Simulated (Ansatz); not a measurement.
# ZrRe3: the cost of one run

Computed with Ansatz 0.2.0 (DFT PBE, scalar-relativistic, plane waves, PAW, unless a step's input says otherwise).

## 1. The starting structure

It takes space group P6_3/mmc (No. 194, hexagonal). The conventional cell has a = 5.573 Å, b = 5.573 Å, c = 4.473 Å, α = 90.00°, β = 90.00°, γ = 120.00°. Around Zr (site symmetry -6m2) lie 12 Re at 2.75 to 2.79 Å. Re (site symmetry mm2) has 4 Zr at 2.75 to 2.79 Å and 8 Re at 2.76 to 2.79 Å as nearest neighbours.

As a file:

```
CELL_PARAMETERS angstrom
5.57334 0.00000 0.00000
-2.78667 4.82666 0.00000
0.00000 0.00000 4.47347
ATOMIC_POSITIONS crystal
Zr 0.33333 0.66667 0.25000
Zr 0.66667 0.33333 0.75000
Re 0.83300 0.66600 0.25000
Re 0.16700 0.83300 0.75000
Re 0.33400 0.16700 0.25000
Re 0.16700 0.33400 0.75000
Re 0.83300 0.16700 0.25000
Re 0.66600 0.83300 0.75000
```

(A quick probe on a coarse mesh, which set the mesh and smearing, is not shown.)

## 3. Coarse relaxation

Input file input.yaml:

```yaml
crystal:
  lattice:
    - [5.5733431638, 0.0, 0.0]
    - [-2.7866715819, 4.8266567638, 0.0]
    - [0.0, 0.0, 4.473467813]
  atoms:
    - { symbol: Zr, position: [0.3333333333, 0.6666666667, 0.25] }
    - { symbol: Zr, position: [0.6666666667, 0.3333333333, 0.75] }
    - { symbol: Re, position: [0.833, 0.666, 0.25] }
    - { symbol: Re, position: [0.167, 0.833, 0.75] }
    - { symbol: Re, position: [0.334, 0.167, 0.25] }
    - { symbol: Re, position: [0.167, 0.334, 0.75] }
    - { symbol: Re, position: [0.833, 0.167, 0.25] }
    - { symbol: Re, position: [0.666, 0.833, 0.75] }
basis:
  ecutwfc: 420
kpoints:
  mp_grid: { grid: [6, 6, 4] }
hamiltonian:
  xc: pbe
scf:
  occupations: { method: gaussian, width: 0.1 }
  lower_state_search: "off"
output:
  forces: true
  stress: true
  eigenvalues: true
relax:
  adjacent_minimum: "off"
  f_tol: 0.04
  max_steps: 70
  cell: { stress_tol: 0.4 }
```

Started as:

```bash
ansatz run input.yaml --threads 1 --pin off --max-ram 2560MiB --backend cpu --events-out ev --progress --plain --runs-dir out
```

**Question.** How long does this run take on 1 thread of Intel Xeon 6975P-C (Granite Rapids), shared host, and how much memory does it need?

About 42 s, with a peak of 0.54 GiB.
